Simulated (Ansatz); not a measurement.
# Na2P3: the cost of one run

Computed with Ansatz 0.2.0 (reference: DFT PBE, plane waves, PAW, scalar-relativistic, no spin polarisation, unless a step's input says otherwise).

### Step 1. Starting point

It takes space group Fmmm (No. 69, orthorhombic). Conventional cell: a = 8.283 Å, b = 8.752 Å, c = 13.164 Å, α = 90.00°, β = 90.00°, γ = 90.00°. Na (site symmetry 222) is surrounded by 8 P at 3.24 to 3.32 Å. P (site symmetry m) has 2 P at 1.87 to 1.88 Å as nearest neighbours. Around P (site symmetry mm2) lie 2 P at 1.88 Å. Na (site symmetry m2m) has 10 P at 3.14 to 3.27 Å as nearest neighbours.

Structure file:

```cif
data_structure
_symmetry_space_group_name_H-M 'P 1'
_symmetry_Int_Tables_number 1
_cell_length_a 6.0251
_cell_length_b 6.0251
_cell_length_c 7.7765
_cell_angle_alpha 68.525
_cell_angle_beta 68.525
_cell_angle_gamma 93.152
_cell_volume 238.57
loop_
_atom_site_label
_atom_site_type_symbol
_atom_site_fract_x
_atom_site_fract_y
_atom_site_fract_z
_atom_site_occupancy
Na1 Na 0.75000 0.25000 0.50000 1
Na2 Na 0.25000 0.75000 0.50000 1
P1 P 0.12460 0.12460 0.14240 1
P2 P 0.26700 0.26700 0.85760 1
P3 P 0.87540 0.87540 0.85760 1
P4 P 0.73300 0.73300 0.14240 1
P5 P 0.85650 0.85650 0.28700 1
P6 P 0.14350 0.14350 0.71300 1
Na3 Na 0.71227 0.28773 0.00000 1
Na4 Na 0.28773 0.71227 0.00000 1
```

### Step 2. Reference

File input.yaml:

```yaml
crystal:
  lattice:
    - [-4.375923, 0.0, 4.141592]
    - [4.375923, 0.0, 4.141592]
    - [0.0, 6.581876, 4.141592]
  atoms:
    - { symbol: Na, position: [0.75, 0.25, 0.5] }
    - { symbol: Na, position: [0.25, 0.75, 0.5] }
    - { symbol: P, position: [0.1246, 0.1246, 0.1424] }
    - { symbol: P, position: [0.267, 0.267, 0.8576] }
    - { symbol: P, position: [0.8754, 0.8754, 0.8576] }
    - { symbol: P, position: [0.733, 0.733, 0.1424] }
    - { symbol: P, position: [0.8565, 0.8565, 0.287] }
    - { symbol: P, position: [0.1435, 0.1435, 0.713] }
    - { symbol: Na, position: [0.71227, 0.28773, 0.0] }
    - { symbol: Na, position: [0.28773, 0.71227, 0.0] }
  symmetry: { tolerance: 0.0003 }
kpoints:
  mp_grid: { grid: [4, 4, 4], shift: [0, 0, 0] }
magnetization:
  spin_polarized: false
scf:
  occupations: { method: cold, width: 0.0186 }
hamiltonian:
  pseudopotentials: { kind: paw }
  xc: pbe
basis:
  ecutwfc: 420
output:
  forces: true
  stress: true
  eigenvalues: true
```

Started as:

```
ansatz run input.yaml --threads 1 --pin off --max-ram 2560MiB --backend cpu --events-out ev --progress --plain --runs-dir out
```

What time and memory should one allow on 1 thread of Arm Neoverse V1, shared host?

About 14 s, with a peak of 0.49 GiB.
